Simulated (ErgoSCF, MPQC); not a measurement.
# CH3B (SMILES B[CH]): a chain of runs

Aim: a series of 24 runs (UBLYP/def2-SVP, ZAPT2/def2-SVP, MP2/def2-SVP) of CH3B and its partners. The setting varied is the angular grid order, frozen virtual. 

The calculation is run with ErgoSCF 3.8, MPQC 2.3.1.

20 further runs of the same task are left out: 20 set aside as unsound or not needed.

## (1) Starting point

CH3B: 5 atoms, total charge 0, spin state triplet. As SMILES, `B[CH]`. The coordinates come from a GFN2-xTB relaxation.

Bond lengths: B1–C2 1.463 Å, B1–H3 1.182 Å, B1–H4 1.174 Å, C2–H5 1.068 Å. Angles: B1–C2–H5 150.8°, C2–B1–H3 120.4°, C2–B1–H4 121.9°, H3–B1–H4 117.7°.

## (2) A single-point energy at UBLYP/def2-SVP (angmin 6) (run 1)

The input, mol.xyz:

```xyz
5

B     -0.352450    -0.401400    -0.071360
C      0.507540     0.779550    -0.141970
H     -0.308550    -1.118250     0.866820
H     -1.104620    -0.672740    -0.931370
H      1.258080     1.412850     0.277880
```

The input, job.ego:

```
set_nthreads(1)
spin_polarization = 2
scf.output_mulliken_pop = 1
tmpdir = "."
basis = "def2-SVP"
XC.angmin = 6
scf.convergence_threshold = 1e-06
scf.use_diagonalization = 1
scf.max_number_of_iterations = 70
XC.angint = 17
molecule "mol.xyz"
run "BLYP"
```

The basis set def2-SVP is read from a file made from the Basis Set Exchange's data (not shown).

Run with:

```sh
$ ergo job.ego
```

Standard output:

```text
[...]
INDF Weighted mixed functional:
[...]
INSC Energy   1 =        -20.96374383187
[...]
INDE E_LUMO =         -0.17714062195
[...]
INSC Energy  22 =        -64.51251531301  ( diff     -0.000000009119162 )
[...]
RESC CONVERGED after  22 iterations.
RESC FINAL ENERGY:        -64.51251531301
RESC FINAL <S2> =          2.00423364778
[...]
INSC SCF: dipole_moment_x [atomic units] =       0.29621751
INSC SCF: dipole_moment_y [atomic units] =       0.26626679
INSC SCF: dipole_moment_z [atomic units] =       0.14596259
[...]
```

Run time: 2.4 s. Hardware: 1 thread of INTEL XEON PLATINUM 8581C at 2.30GHz (Emerald Rapids), shared host; peak memory 0.27 GiB.

## (3) The B atom: a single-point energy at UBLYP/def2-SVP (angmin 6) (run 2)

The input, mol.xyz:

```xyz
1

B      0.000000     0.000000     0.000000
```

Edit job.ego of step 2 so:

```diff
@@ -1,3 +1,3 @@
 set_nthreads(1)
-spin_polarization = 2
+spin_polarization = 1
 scf.output_mulliken_pop = 1
```

The basis set def2-SVP is read from a file made from the Basis Set Exchange's data (not shown).

Run with:

```sh
$ ergo job.ego
```

Standard output:

```text
INMA ERGO version 3.8
[... 6 lines left out ...]
INMA  convergence_threshold := 1e-06
[... 30 lines left out ...]
INSC nuclearEnergy, energy_2el, energy = 0.000000, 8.994131, -24.361011
[... 35 lines left out ...]
INSC nuclearEnergy, energy_2el, energy = 0.000000, 7.738891, -24.622262
[... 35 lines left out ...]
INSC nuclearEnergy, energy_2el, energy = 0.000000, 7.743118, -24.622265
[... 39 lines left out ...]
INSC nuclearEnergy, energy_2el, energy = 0.000000, 7.743135, -24.622274
[... 38 lines left out ...]
INSC nuclearEnergy, energy_2el, energy = 0.000000, 7.743354, -24.622274
[... 39 lines left out ...]
INSC nuclearEnergy, energy_2el, energy = 0.000000, 7.743205, -24.622274
[... 37 lines left out ...]
INSC nuclearEnergy, energy_2el, energy = 0.000000, 7.743187, -24.622274
[... 6 lines left out ...]
INSC SCF: dipole_moment_z [atomic units] =       0.00000000
[... 4 lines left out ...]
INSC Sum of Mulliken atomic spin densities:       1.0000000
```

It took 0.76 s on 1 thread of INTEL XEON PLATINUM 8581C at 2.30GHz (Emerald Rapids), shared host; peak memory 0.27 GiB.

No converged result was reached.

Runs 3 to 15 aren't shown in full; the table further down has their settings and results.

## (4) The H atom: a single-point energy at UBLYP/def2-SVP (angmin 6) (run 16)

The input, mol.xyz:

```xyz
1

H      0.000000     0.000000     0.000000
```

Edit job.ego of step 3 so:

```diff
@@ -9,3 +9,3 @@
 scf.max_number_of_iterations = 70
-XC.angint = 17
+XC.angint = 41
 molecule "mol.xyz"
```

The basis set def2-SVP is read from a file made from the Basis Set Exchange's data (not shown).

Run the same way, it converges to -0.49640 Eh (log not shown).

Runs 17 to 23 aren't shown in full; the table further down has their settings and results.

## (5) The singlet: the energy at MP2/def2-SVP (frozen virtual 0) (run 24)

The input, input.in:

```
molecule<Molecule>: (
  symmetry = c1
  unit = bohr
  { atoms geometry } = {
    B  [ -0.66603397 -0.75853607 -0.13485086 ]
    C  [ 0.95911160 1.47313600 -0.26828442 ]
    H  [ -0.58307500 -2.11318624 1.63805240 ]
    H  [ -2.08742927 -1.27129435 -1.76003422 ]
    H  [ 2.37742664 2.66989956 0.52511710 ]
  }
)
basis<GaussianBasisSet>: (
  name = "def2-SVP"
  molecule = $:molecule
  basisdir = "."
  puream = yes
)
mpqc: (
  checkpoint = no
  savestate = no
  restart = no
  do_energy = yes
  do_gradient = no
  optimize = no
  mole<MBPT2>: (
    molecule = $:molecule
    basis = $:basis
    memory = 1000000000
    method = mp
    nfzc = 2
    nfzv = 0
    reference<CLHF>: (
      molecule = $:molecule
      basis = $:basis
      total_charge = 0
      memory = 1000000000
      print_evals = yes
      maxiter = 70
      value_accuracy = 1e-08
      guess_wavefunction<CLHF>: (
        molecule = $:molecule
        total_charge = 0
        memory = 1000000000
        value_accuracy = 1e-3
        basis<GaussianBasisSet>: (
          name = "MINI (Huzinaga)"
          molecule = $:molecule
        )
      )
    )
  )
)
```

The basis set def2-SVP is read from a file made from the Basis Set Exchange's data (not shown).

Run with:

```sh
$ mpqc input.in > input.out
```

Standard output:

```text
MPQC: Massively Parallel Quantum Chemistry
[...]
  LUMO is     8   A =   0.032400
  total scf energy =  -64.1002037930
[...]
  MP2 correlation energy [au]:         -0.196114398838
  MP2 energy [au]:                    -64.296318191859
Value of the MolecularEnergy:  -64.2963181919
[...]
        symmetry = c1
[...]
```

Wall time 0.72 s (1 thread of INTEL XEON PLATINUM 8581C at 2.30GHz (Emerald Rapids), shared host); peak memory 0.08 GiB.

## (6) The series

| run | level | angular grid order | frozen virtual | partner | energy (Eh) | dipole moment (D) | ⟨S²⟩ | wall time |
| --- | --- | --- | --- | --- | --- | --- | --- | --- |
| 1 | UBLYP/def2-SVP (angmin 6) | 17 | – | base | -64.512515 | 1.08 | 2.004 | 2.4 s |
| 2 | UBLYP/def2-SVP (angmin 6) | 17 | – | atoms | not converged | – | – | 0.76 s |
| 3 | UBLYP/def2-SVP (angmin 6) | 17 | – | atoms | -37.800706 | 0.00 | 2.002 | 0.5 s |
| 4 | UBLYP/def2-SVP (angmin 6) | 17 | – | atoms | -0.496404 | 0.00 | 0.750 | 0.34 s |
| 5 | UBLYP/def2-SVP (angmin 6) | 23 | – | base | -64.513631 | 1.07 | 2.004 | 2.8 s |
| 6 | UBLYP/def2-SVP (angmin 6) | 23 | – | atoms | not converged | – | – | 0.86 s |
| 7 | UBLYP/def2-SVP (angmin 6) | 23 | – | atoms | -37.800702 | 0.00 | 2.002 | 0.5 s |
| 8 | UBLYP/def2-SVP (angmin 6) | 23 | – | atoms | -0.496404 | 0.00 | 0.750 | 0.34 s |
| 9 | UBLYP/def2-SVP (angmin 6) | 29 | – | base | -64.513623 | 1.07 | 2.004 | 3.6 s |
| 10 | UBLYP/def2-SVP (angmin 6) | 29 | – | atoms | -24.622270 | 0.00 | 0.752 | 0.42 s |
| 11 | UBLYP/def2-SVP (angmin 6) | 29 | – | atoms | -37.800702 | 0.00 | 2.002 | 0.48 s |
| 12 | UBLYP/def2-SVP (angmin 6) | 29 | – | atoms | -0.496404 | 0.00 | 0.750 | 0.34 s |
| 13 | UBLYP/def2-SVP (angmin 6) | 41 | – | base | -64.513625 | 1.07 | 2.004 | 5.1 s |
| 14 | UBLYP/def2-SVP (angmin 6) | 41 | – | atoms | -24.622270 | 0.00 | 0.752 | 0.42 s |
| 15 | UBLYP/def2-SVP (angmin 6) | 41 | – | atoms | -37.800701 | 0.00 | 2.002 | 0.44 s |
| 16 | UBLYP/def2-SVP (angmin 6) | 41 | – | atoms | -0.496404 | 0.00 | 0.750 | 0.38 s |
| 17 | UBLYP/def2-SVP (angmin 6) | 53 | – | base | -64.513625 | 1.07 | 2.004 | 7.5 s |
| 18 | UBLYP/def2-SVP (angmin 6) | 53 | – | atoms | -24.622270 | 0.00 | 0.752 | 0.48 s |
| 19 | UBLYP/def2-SVP (angmin 6) | 53 | – | atoms | -37.800701 | 0.00 | 2.002 | 0.5 s |
| 20 | UBLYP/def2-SVP (angmin 6) | 53 | – | atoms | -0.496404 | 0.00 | 0.750 | 0.46 s |
| 21 | ZAPT2/def2-SVP (frozen virtual 2) | – | 2 | base | -64.301244 | – | – | 0.68 s |
| 22 | MP2/def2-SVP (frozen virtual 2) | – | 2 | other spin | -64.291020 | – | – | 0.72 s |
| 23 | ZAPT2/def2-SVP (frozen virtual 0) | – | 0 | base | -64.306828 | – | – | 0.68 s |
| 24 | MP2/def2-SVP (frozen virtual 0) | – | 0 | other spin | -64.296318 | – | – | 0.72 s |

Convergence of the total energy of triplet CH3B with the angular grid order, against the last point:

| angular grid order | from the last (mEh) | wall time |
| --- | --- | --- |
| 17 | +1.109 | 2.4 s |
| 23 | -0.006 | 2.8 s |
| 29 | +0.001 | 3.6 s |
| 41 | +0.000 | 5.1 s |
| 53 | +0.000 | 7.5 s |

Convergence of the dipole moment of triplet CH3B with the angular grid order, against the last point:

| angular grid order | from the last (D) | wall time |
| --- | --- | --- |
| 17 | +0.0127 | 2.4 s |
| 23 | -0.0002 | 2.8 s |
| 29 | +0.0000 | 3.6 s |
| 41 | +0.0000 | 5.1 s |
| 53 | +0.0000 | 7.5 s |

## (7) Results

```
                                                     quantity         value
                                singlet, run 24: total energy  -64.29632 Eh
         singlet, run 24: HOMO energy (Hartree–Fock orbitals)      -9.92 eV
         singlet, run 24: LUMO energy (Hartree–Fock orbitals)       0.88 eV
       singlet, run 24: HOMO–LUMO gap (Hartree–Fock orbitals)      10.81 eV
 singlet, run 24: correlation energy (2 core orbitals frozen)    -196.1 mEh
 electronic atomisation energy (run 9, angular grid order 29)     16.366 eV
electronic atomisation energy (run 13, angular grid order 41)     16.366 eV
electronic atomisation energy (run 17, angular grid order 53)     16.366 eV
```

In words: For the total energy of triplet CH3B to stay within 1 mEh of the last point, 23 is the first point of the series from which all later ones do (2.8 s against 7.5 s). For the total energy of triplet CH3B to stay within 0.1 mEh of the last point, 23 is the first point of the series from which all later ones do (2.8 s against 7.5 s). For the dipole moment of triplet CH3B to stay within 0.01 D of the last point, 23 is the first point of the series from which all later ones do (2.8 s against 7.5 s). All runs together took 31 s, the longest 7.5 s. 2 of the 24 runs did not end normally.
